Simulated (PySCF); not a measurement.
# H8O2SSi4: electronic excitations

Aim: predict the electronic excitations of H8O2SSi4 (`[SiH3]S[SiH]1O[SiH2][SiH2]O1`).

Programs: PySCF 2.14.0, with density-fitted response routines of our own. Each step states its level of theory. These are calculated values for one molecule in the gas phase, unless marked as measured. Atoms count from 0, in the outputs and in this text.

## Step 1: The starting structure

15 atoms, charge 0, multiplicity 1; geometry from: GFN2-xTB.

Bonds of the start (Å): Si0–S1 2.15, S1–Si2 2.12, Si2–O3 1.62, O3–Si4 1.65, Si4–Si5 2.32, Si5–O6 1.65, O6–Si2 1.63, Si0–H7 1.46, Si0–H8 1.46, Si0–H9 1.45, Si2–H10 1.45, Si4–H11 1.46, Si4–H12 1.46, Si5–H13 1.47, Si5–H14 1.46.

## Step 2: Ultraviolet spectrum: CAM-B3LYP/def2-SVPD

The job: settings as JSON, then the geometry in Å.

```
{"job": {"kind": "uv", "xc": "CAM-B3LYP", "basis": "def2-SVPD", "nstates": 8, "ntriplets": 3}, "charge": 0, "multiplicity": 1}
Si     2.670997     1.109285    -0.115124
S      1.788127     0.190094     1.621399
Si     0.347219    -1.041958     0.682709
O     -1.076507    -0.956117     1.448815
Si    -2.462383    -0.368561     0.767181
Si    -1.458481     0.089160    -1.272694
O      0.035738    -0.430459    -0.795174
H      3.064194     0.061755    -1.047567
H      1.729665     2.045151    -0.717580
H      3.813172     1.796238     0.467531
H      0.728825    -2.428388     0.536598
H     -2.848956     0.729836     1.653442
H     -3.383690    -1.502807     0.862706
H     -1.203900     1.472826    -1.682282
H     -1.748435    -0.758064    -2.431871
```

Method: TDDFT CAM-B3LYP/def2-SVPD, vertical, gas phase, core orbitals frozen in the response.

Launch:

```bash
> OMP_NUM_THREADS=1 python probes_run.py task.json out
```

One launch serves the whole session: the jobs run in the order shown.

Predict these results of the whole session: lowest singlet (CAM-B3LYP/def2-SVPD); brightest single state of those computed; lowest triplet.

**Answer**, as computed:

| quantity | value |
| --- | --- |
| lowest singlet (CAM-B3LYP/def2-SVPD) | 6.14 eV (202 nm), f = 0.004 |
| brightest single state of those computed | state 2, 6.17 eV, f = 0.032 |
| lowest triplet | 5.50 eV |

**Reading.** The first singlet state (HOMO→LUMO+1 0.50, HOMO−1→LUMO 0.18) lies at 6.14 eV and is weak; of the 8 states computed, the strongest absorption comes from state 2 at 6.17 eV. The lowest triplet lies 0.63 eV below the lowest singlet (triplets in Tamm-Dancoff, singlets in full TDDFT).
